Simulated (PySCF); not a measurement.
**CH7GaN2 (SMILES [CH3][Ga]([NH2])[NH2]) at 6 levels**

Wanted: a comparison of 6 runs (HF/STO-3G, HF/3-21G, BP86/STO-3G, B3LYP/6-31G*, PBE0/def2-SVP, B2PLYP/cc-pVTZ) of CH7GaN2. 

Program for the calculation: PySCF 2.14.0.

### 1 Starting point

CH7GaN2: 11 atoms, total charge 0, spin state singlet. SMILES: `[CH3][Ga]([NH2])[NH2]`. The shape is that of a PBE0-D4/def2-TZVP optimisation.

Bond lengths: C1–Ga2 1.957 Å, Ga2–N3 1.823 Å, Ga2–N4 1.822 Å, C1–H5 1.091 Å, C1–H6 1.092 Å, C1–H7 1.092 Å, N3–H8 1.005 Å, N3–H9 1.005 Å, N4–H10 1.005 Å, N4–H11 1.005 Å. Some angles: C1–Ga2–N3 122.0°, C1–Ga2–N4 122.2°, N3–Ga2–N4 115.8°, Ga2–C1–H5 111.3°, Ga2–C1–H6 110.5°, Ga2–C1–H7 110.7°, Ga2–N3–H8 123.8°, Ga2–N3–H9 122.8°, Ga2–N4–H10 122.9°, Ga2–N4–H11 124.1°.

### 2 Energy and gradient at HF/STO-3G (run 1)

Contents of job.py:

```python
# [CH3][Ga]([NH2])[NH2]
from pyscf import gto

molecule = gto.M(
    atom=[
    ('C', (-0.606400, 1.659100, 0.052900)),
    ('Ga', (0.065300, -0.178100, -0.007400)),
    ('N', (0.086400, -1.247700, 1.468900)),
    ('N', (0.708400, -0.928200, -1.538500)),
    ('H', (-0.742600, 2.064800, -0.950500)),
    ('H', (0.094000, 2.304200, 0.588200)),
    ('H', (-1.563600, 1.702100, 0.576200)),
    ('H', (0.531900, -2.148500, 1.500100)),
    ('H', (-0.110200, -0.903600, 2.392600)),
    ('H', (0.628000, -0.487200, -2.438000)),
    ('H', (0.974100, -1.894000, -1.623900)),
],
    verbose=4,
    charge=0,
    max_memory=1860,
    basis='sto-3g',
)

mf = molecule.RHF()
mf.conv_tol = 1e-10
mf.kernel()
if not mf.converged:
    mf = mf.newton().run(mf.mo_coeff, mf.mo_occ)

energy = mf.e_tot
print(f'total energy: {energy:.8f} hartree')
grad = mf.nuc_grad_method().kernel()
mf.analyze()
```

On the command line:

```bash
$ OMP_NUM_THREADS=1 python job.py
```

Output:

```text
PySCF version 2.14.0

[... 88 lines left out ...]
Two-electron Energy =                 1105.300182871725610
[... 7 lines left out ...]
MO #4   energy= -41.884742507861   occ= 2
[... 5 lines left out ...]
MO #10  energy= -3.90068675094679  occ= 2
[... 5 lines left out ...]
MO #16  energy= -0.566010485830312 occ= 2
[... 5 lines left out ...]
MO #22  energy= -0.377402563183199 occ= 2
[... 5 lines left out ...]
MO #28  energy= -0.257938118891616 occ= 2
[... 5 lines left out ...]
MO #34  energy= 0.727700935977407  occ= 0
[... 5 lines left out ...]
MO #40  energy= 0.842087238356325  occ= 0
[... 54 lines left out ...]
Dipole moment(X, Y, Z, Debye):  0.21675, -0.42517,  0.00303
```

Run time: 5.7 s. Hardware: 1 thread of Intel Xeon at 2.50GHz (Skylake/Cascade Lake), shared host; peak memory 0.12 GiB.

### 3 Energy and forces at HF/3-21G (run 2)

Contents of input.xyz:

```xyz
11
CH7GaN2
C     -0.606400     1.659100     0.052900
Ga     0.065300    -0.178100    -0.007400
N      0.086400    -1.247700     1.468900
N      0.708400    -0.928200    -1.538500
H     -0.742600     2.064800    -0.950500
H      0.094000     2.304200     0.588200
H     -1.563600     1.702100     0.576200
H      0.531900    -2.148500     1.500100
H     -0.110200    -0.903600     2.392600
H      0.628000    -0.487200    -2.438000
H      0.974100    -1.894000    -1.623900
```

Contents of input.py:

```python
from pyscf import gto, scf

system = gto.Mole()
system.atom = 'input.xyz'
system.basis = '3-21g'
system.verbose = 3
system.max_memory = 1860
system.spin = 0
system.build()

hf = scf.RHF(system)
hf.conv_tol = 1e-10
hf.kernel()
if not hf.converged:
    hf = hf.newton().run(hf.mo_coeff, hf.mo_occ)

e_tot = hf.e_tot
print('E(%s) = %.9f' % ('HF', e_tot))
grad = hf.nuc_grad_method().kernel()
dip = hf.dip_moment()
pop, q = hf.mulliken_pop()
```

On the command line:

```bash
$ OMP_NUM_THREADS=1 python input.py
```

Output:

```text
converged SCF energy = -2063.93851922138
[... 9 lines left out ...]
Dipole moment(X, Y, Z, Debye):  0.19112, -0.29475,  0.01885
[... 75 lines left out ...]
charge of   10H =      0.31030
```

Wall time 6.9 s (1 thread of Intel Xeon at 2.50GHz (Skylake/Cascade Lake), shared host); peak memory 0.13 GiB.

### 4 Energy and gradient at BP86/STO-3G (run 3)

Changes to input.xyz since step 3:

```diff
@@ -1,3 +1,3 @@
 11
-CH7GaN2
+
 C     -0.606400     1.659100     0.052900
```

Contents of input.py:

```python
import pyscf.grad
from pyscf import gto, dft

system = gto.M(
    atom='input.xyz',
    basis='sto-3g',
    max_memory=1860,
    spin=0,
    charge=0,
    verbose=3,
)

myscf = dft.RKS(system)
myscf.xc = 'bp86'
myscf.grids.level = 5
myscf.conv_tol = 1e-10
myscf.kernel()
if not myscf.converged:
    myscf = myscf.newton().run(myscf.mo_coeff, myscf.mo_occ)

e_tot = myscf.e_tot
print('E(%s) = %.9f' % ('BP86', e_tot))
grad = myscf.Gradients().kernel()
myscf.analyze()
```

On the command line:

```bash
$ OMP_NUM_THREADS=1 python input.py
```

Output:

```text
converged SCF energy = -2052.37762812735
E(BP86) = -2052.377628127
--------------- RKS gradients ---------------
         x                y                z
0 C    -0.0221193819     0.0579623390     0.0006580734
1 Ga    -0.0205797990     0.0559177497     0.0016736394
2 N     0.0102116064    -0.0826982310     0.1256030986
3 N     0.0446181941    -0.0627984920    -0.1303481193
4 H     0.0029074799    -0.0070466083     0.0090321332
5 H    -0.0051190943    -0.0079895215    -0.0041562782
6 H     0.0097053602    -0.0029651081    -0.0038876783
7 H    -0.0177975208     0.0383380378    -0.0035290990
8 H     0.0075210236    -0.0124153261    -0.0392371477
9 H     0.0027367260    -0.0165040511     0.0383776481
10 H    -0.0120932371     0.0401977620     0.0058130397
----------------------------------------------
**** MO energy ****
MO #1   energy= -367.218309261483  occ= 2
MO #2   energy= -44.0760265623256  occ= 2
MO #3   energy= -39.9960479096332  occ= 2
MO #4   energy= -39.986521816461   occ= 2
MO #5   energy= -39.9841877485476  occ= 2
MO #6   energy= -13.7609988057558  occ= 2
MO #7   energy= -13.7608237510107  occ= 2
MO #8   energy= -9.6653959288105   occ= 2
MO #9   energy= -4.82784405147861  occ= 2
MO #10  energy= -3.19920909686227  occ= 2
MO #11  energy= -3.1816592901867   occ= 2
MO #12  energy= -3.17731312265847  occ= 2
MO #13  energy= -0.705251386256928 occ= 2
MO #14  energy= -0.696786388822485 occ= 2
MO #15  energy= -0.558489317987341 occ= 2
MO #16  energy= -0.384516747188605 occ= 2
MO #17  energy= -0.374857848165998 occ= 2
MO #18  energy= -0.353735181473765 occ= 2
MO #19  energy= -0.296289911768685 occ= 2
MO #20  energy= -0.29170553885744  occ= 2
MO #21  energy= -0.277355368494405 occ= 2
MO #22  energy= -0.214307640287727 occ= 2
MO #23  energy= -0.141681528752092 occ= 2
MO #24  energy= -0.0951436654618663 occ= 2
MO #25  energy= -0.0125886906261821 occ= 2
MO #26  energy= 0.0242900072427477 occ= 2
MO #27  energy= 0.0311945065103541 occ= 2
MO #28  energy= 0.0314997312866031 occ= 2
MO #29  energy= 0.0334427078155103 occ= 2
MO #30  energy= 0.079865696274025  occ= 0
MO #31  energy= 0.154649336477227  occ= 0
MO #32  energy= 0.261737136012426  occ= 0
MO #33  energy= 0.305520463987915  occ= 0
MO #34  energy= 0.39346353296118   occ= 0
MO #35  energy= 0.398509205330107  occ= 0
MO #36  energy= 0.430776923998918  occ= 0
MO #37  energy= 0.438024010687141  occ= 0
MO #38  energy= 0.462676540388367  occ= 0
MO #39  energy= 0.478533885500789  occ= 0
MO #40  energy= 0.48508457246106   occ= 0
 ** Mulliken atomic charges  **
charge of    0C =     -0.23040
charge of    1Ga =      0.15186
charge of    2N =     -0.28224
charge of    3N =     -0.28174
charge of    4H =      0.04274
charge of    5H =      0.04617
charge of    6H =      0.04597
charge of    7H =      0.12493
charge of    8H =      0.12879
charge of    9H =      0.12884
charge of   10H =      0.12508
Dipole moment(X, Y, Z, Debye):  0.56784, -1.39461, -0.01942
```

Wall time 35 s (1 thread of Intel Xeon at 2.50GHz (Skylake/Cascade Lake), shared host); peak memory 0.45 GiB.

Runs 4 to 5 aren't shown in full; the table further down has their settings and results.

### 5 The energy at B2PLYP/cc-pVTZ (run 6)

Contents of calc.py:

```python
from pyscf import gto, dft, mp

system = gto.Mole()
system.atom = '''
C       -0.606400       1.659100       0.052900
Ga       0.065300      -0.178100      -0.007400
N        0.086400      -1.247700       1.468900
N        0.708400      -0.928200      -1.538500
H       -0.742600       2.064800      -0.950500
H        0.094000       2.304200       0.588200
H       -1.563600       1.702100       0.576200
H        0.531900      -2.148500       1.500100
H       -0.110200      -0.903600       2.392600
H        0.628000      -0.487200      -2.438000
H        0.974100      -1.894000      -1.623900
'''
system.max_memory = 1860
system.basis = 'cc-pvtz'
system.verbose = 4
system.build()

mf = dft.RKS(system)
mf.xc = '0.53*HF + 0.47*B88, 0.73*LYP'
mf.conv_tol = 1e-10
mf.grids.level = 5
mf.kernel()
if not mf.converged:
    mf = mf.newton().run(mf.mo_coeff, mf.mo_occ)

pt = mp.MP2(mf, frozen=12).run()
etot = mf.e_tot + 0.27 * pt.e_corr
print('PT2 part  %.8f' % (0.27 * pt.e_corr))
print(f'total energy: {etot:.8f} hartree')
dip = mf.dip_moment()
pop, q = mf.mulliken_pop()
```

On the command line:

```bash
$ OMP_NUM_THREADS=1 python calc.py
```

Output:

```text
PySCF version 2.14.0

[... 81 lines left out ...]
converged SCF energy = -2076.05560274686
[... 9 lines left out ...]
total energy: -2076.31330825 hartree
Dipole moment(X, Y, Z, Debye):  0.10026, -0.13028,  0.00252
[... 243 lines left out ...]
charge of   10H =      0.14117
```

Wall time 11 min (1 thread of Intel Xeon at 2.50GHz (Skylake/Cascade Lake), shared host); peak memory 1.8 GiB.

### 6 Overview of the runs

| run | level | integration grid | task | energy (Eh) | dipole moment (D) | HOMO energy (eV) | LUMO energy (eV) | wall time |
| --- | --- | --- | --- | --- | --- | --- | --- | --- |
| 1 | HF/STO-3G | – | gradient | -2049.895407 | 0.48 | -7.01 | 7.30 | 5.7 s |
| 2 | HF/3-21G | – | gradient | -2063.938519 | 0.35 | -9.51 | 3.90 | 6.9 s |
| 3 | BP86/STO-3G | 5 | gradient | -2052.377628 | 1.51 | 0.91 | 2.17 | 35 s |
| 4 | B3LYP/6-31G* (spherical functions) | 5 | gradient | -2076.475942 | 0.27 | -5.91 | 0.43 | 82 s |
| 5 | PBE0/def2-SVP | 5 | gradient | -2075.928998 | 0.34 | -6.28 | 0.87 | 88 s |
| 6 | B2PLYP/cc-pVTZ | 5 | energy | -2076.313308 | 0.16 | -7.78 | 1.32 | 11 min |

### 7 Outcome

| quantity | value |
| --- | --- |
| run 6: total energy | -2076.31331 Eh |
| run 6: dipole moment (SCF part) | 0.16 D |
| run 6: HOMO energy (SCF part's orbitals) | -7.78 eV |
| run 6: LUMO energy (SCF part's orbitals) | 1.32 eV |
| run 6: HOMO–LUMO gap (SCF part's orbitals) | 9.10 eV |

In words: The dipole moment (its size) runs from 0.16 D (B2PLYP/cc-pVTZ) to 1.51 D (BP86/STO-3G). The two ends differ in method and basis. A double hybrid's value is that of its SCF part. The HOMO–LUMO gap runs from 1.26 eV (BP86/STO-3G) to 14.31 eV (HF/STO-3G). Exact exchange widens orbital gaps. Totals of different functionals can't be ranked against each other. In runs 1, 3 the basis is minimal, so the values are rough. All runs together took 14 min, the longest 11 min.
